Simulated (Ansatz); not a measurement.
# EuZn: the cost of one run

Computed with Ansatz 0.2.0 (DFT, at the levels named in each step, unless a step's input says otherwise).

## (1) The structure to begin with

The structure is cubic, space group Pm-3m (No. 221). The conventional cell has a = 3.808 Å, b = 3.808 Å, c = 3.808 Å, α = 90.00°, β = 90.00°, γ = 90.00°. Around Eu (site symmetry m-3m) lie 8 Zn at 3.30 Å. Zn (site symmetry m-3m) has 8 Eu at 3.30 Å as nearest neighbours.

As a file:

```
CELL_PARAMETERS angstrom
3.80800 0.00000 0.00000
0.00000 3.80800 0.00000
0.00000 0.00000 3.80800
ATOMIC_POSITIONS crystal
Eu 0.00000 0.00000 0.00000
Zn 0.50000 0.50000 0.50000
```

Where an Elk run is restarted with further inputs, its INFO.OUT and LSJ.OUT are those of the last start.

The cell forces parallel moments, which needn't be the real order.

Elk's input and logs are in atomic units (hartree, bohr).

Atoms are numbered in the order of the input: Eu1, Zn2.

## (2) Collinear moments, PAW

The input, input.yaml:

```yaml
crystal:
  lattice:
    - [3.808, 0.0, 0.0]
    - [0.0, 3.808, 0.0]
    - [0.0, 0.0, 3.808]
  atoms:
    - { symbol: Eu, position: [0.0, 0.0, 0.0], spin: 7.0 }
    - { symbol: Zn, position: [0.5, 0.5, 0.5] }
magnetization:
  spin_polarized: true
kpoints:
  mp_grid: { grid: [8, 8, 8] }
scf:
  occupations: { method: fermi_dirac, width: 0.08 }
hamiltonian:
  xc: lda
  pseudopotentials: { kind: paw }
output:
  forces: true
  stress: true
  eigenvalues: true
```

On the command line:

```console
$ ansatz run input.yaml --threads 2 --pin off --max-ram 3072MiB --backend cpu --events-out ev --progress --plain --runs-dir out
```

Q: Estimate wall time and peak memory on 2 threads of Arm Neoverse V2, shared host.

About 3.7 s, with a peak of 0.41 GiB.
